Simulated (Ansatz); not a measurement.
**AlH2SBr: vertical ionisation energy**

How much energy removes an electron from AlH2SBr at fixed geometry? The cation is run at each level and the neutral's energy taken from earlier runs.

The runs use Ansatz 0.2.0, Gaussian basis; unrestricted cation, the program's frozen cores in correlated methods.

Levels to be run: UKS PBE-D4/def2-TZVPP; UKS r2SCAN-D4/def2-TZVPP; UKS PBE0-D4/def2-TZVPP; UKS B3LYP-D4/def2-TZVPP; UKS wB97X-V/def2-TZVPP; UKS wB97M-V/def2-TZVPP; UKS B2PLYP/def2-TZVPP; UHF-CCSD(T)/def2-TZVPP; UHF-MP2/def2-QZVPP; extrapolation to the limit; then −ε(HOMO) from the neutral's earlier runs with LDA (SPW92), PBE-D4, revPBE-D4, BLYP-D4, r2SCAN-D4, B97M-V, PBE0-D4, B3LYP-D4, r2SCANh-D4, r2SCAN0-D4, HSE06-D4, BHLYP-D4, CAM-B3LYP-D4, LC-ωPBE, ωB97X-V, ωB97M-V.

### Step 1. The relaxed structure

The geometry comes from an earlier relaxation with PBE0-D4/def2-TZVP; it is a stationary point.

SMILES `[SH][AlH][Br]`, 5 atoms, charge 0, spin multiplicity 1.

Atoms are counted from 1 here; the program's logs count them from 0.

Bond lengths: S1–Al2 2.170 Å, S1–H4 1.345 Å, Al2–Br3 2.253 Å, Al2–H5 1.569 Å. Angles: Al2–S1–H4 93.1°, S1–Al2–Br3 118.8°, S1–Al2–H5 120.6°, Br3–Al2–H5 120.6°.

### Step 2. Cation, UKS PBE-D4/def2-TZVPP

Input file in.yaml:

```yaml
crystal:
  periodic: [false, false, false]
  atoms:
    - {symbol: S, position_ang: [-1.672807, -0.006471, 0.297404]}
    - {symbol: Al, position_ang: [0.491588, 0.125630, 0.390945]}
    - {symbol: Br, position_ang: [1.687782, -0.358513, -1.456138]}
    - {symbol: H, position_ang: [-1.666657, -0.383163, -0.993549]}
    - {symbol: H, position_ang: [1.209995, 0.548816, 1.719937]}
basis:
  gaussian: {orbitals: def2-TZVPP}
total_charge: 1
magnetization: {spin_polarized: true, initial_magnetization: 1}
hamiltonian: {xc: pbe, dispersion: d4}
```

The runs that follow: Cation, UKS r2SCAN-D4/def2-TZVPP; Cation, UKS PBE0-D4/def2-TZVPP; Cation, UKS B3LYP-D4/def2-TZVPP; Cation, UKS wB97X-V/def2-TZVPP; Cation, UKS wB97M-V/def2-TZVPP; Cation, UKS B2PLYP (frozen core)/def2-TZVPP; Cation, UHF-CCSD(T)/def2-TZVPP; Cation, UHF-MP2/def2-QZVPP.

Q: Predict the results of all the runs planned. Wanted: ionisation energy, CCSD(T)/CBS; nearest functional by difference; nearest −ε(HOMO); −ε(HOMO) of PBE; T1 of the cation.

**Answer**, as computed:

| quantity | value |
| --- | --- |
| ionisation energy, CCSD(T)/CBS | 10.49 eV |
| nearest functional by difference | ωB97X-V (-0.09 eV) |
| nearest −ε(HOMO) | ωB97X-V (-0.10 eV) |
| −ε(HOMO) of PBE | 6.85 eV |
| T1 of the cation | 0.017 |

In words: Energy differences with functionals land within 0.60 eV of the reference. −ε(HOMO) of PBE misses by 3.6 eV, since self-interaction lifts the level. Among orbital estimates ωB97X-V comes nearest. Hartree-Fock falls 1.22 eV short, as the neutral has more correlation energy than the cation. Correlated methods include outer-core shells of Br, which these sets cover unevenly. With outer-core shells in play the last digit of the reference is unsure.
